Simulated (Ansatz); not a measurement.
Working through vertical spin-state energies of C₂H₆F₂Sn, SMILES C[CH](F)[SnH2][F]

Program: the Ansatz DFT code, driven from Python.

Typed at the interpreter:
```pycon
>>> import ansatz as az
>>> GEOMETRY = """
... C    -0.81980    0.85470   -0.78850
... C     0.29920   -0.07260   -0.76700
... F     1.43090    0.58810   -1.14570
... Sn    0.61380   -0.86360    1.20730
... F     0.88340    0.56740    2.44150
... H    -0.98790    1.32410   -1.82710
... H    -0.66250    1.74130   -0.09180
... H    -1.76490    0.39150   -0.51920
... H     0.12200   -0.88750   -1.43240
... H     1.88890   -1.99090    1.24980
... H    -0.93770   -1.70940    1.69360
... """
>>> c2h6f2sn = az.Crystal.molecule()
>>> for line in GEOMETRY.strip().splitlines():
...     symbol, *xyz = line.split()
...     c2h6f2sn = c2h6f2sn.atom(symbol, [float(v) for v in xyz])
...
>>> base = c2h6f2sn.calculation().basis(gaussian="def2-TZVP").functional("pbe")
>>> found = {}
>>> for unpaired in [0, 2]:
...     r = base.spin("collinear", total=unpaired).run().report
...     s = unpaired / 2
...     found[unpaired] = r["free_energy_ev"]
...     print(f"2S+1 = {unpaired + 1}: E = {found[unpaired]:.5f} eV, <S^2> = {abs(r['mean_field']['state']['spin_squared']):.3f} (pure state {s * (s + 1):.2f})")
...
2S+1 = 1: E = -13431.88775 eV, <S^2> = 0.000 (pure state 0.00)
2S+1 = 3: E = -13427.02891 eV, <S^2> = 2.003 (pure state 2.00)
>>> lowest = min(found, key=found.get)
>>> for unpaired, e in found.items():
...     print(f"multiplicity {unpaired + 1}: {23.060548 * (e - found[lowest]):.1f} kcal/mol above the lowest")
...
multiplicity 1: 0.0 kcal/mol above the lowest
multiplicity 3: 112.0 kcal/mol above the lowest
```

In order: multiplicity 1 (+0.00 eV) and multiplicity 3 (+4.86 eV), all at the one geometry.

Caveats:
- Total energies depend on the basis set; only differences at equal settings carry meaning.
- The geometry is a force-field or estimated start, not a minimum of this method, and the basis set is short of its limit. All parts are taken at fixed geometry, without zero-point energy.
- def2 sets replace the cores of elements past krypton by effective core potentials.
- Spin-orbit coupling, which mixes and shifts the spin states of heavy atoms, is left out.
- Run time: 43 s on 1 thread of Arm Neoverse V2 (shared host), peak memory 0.49 GiB.
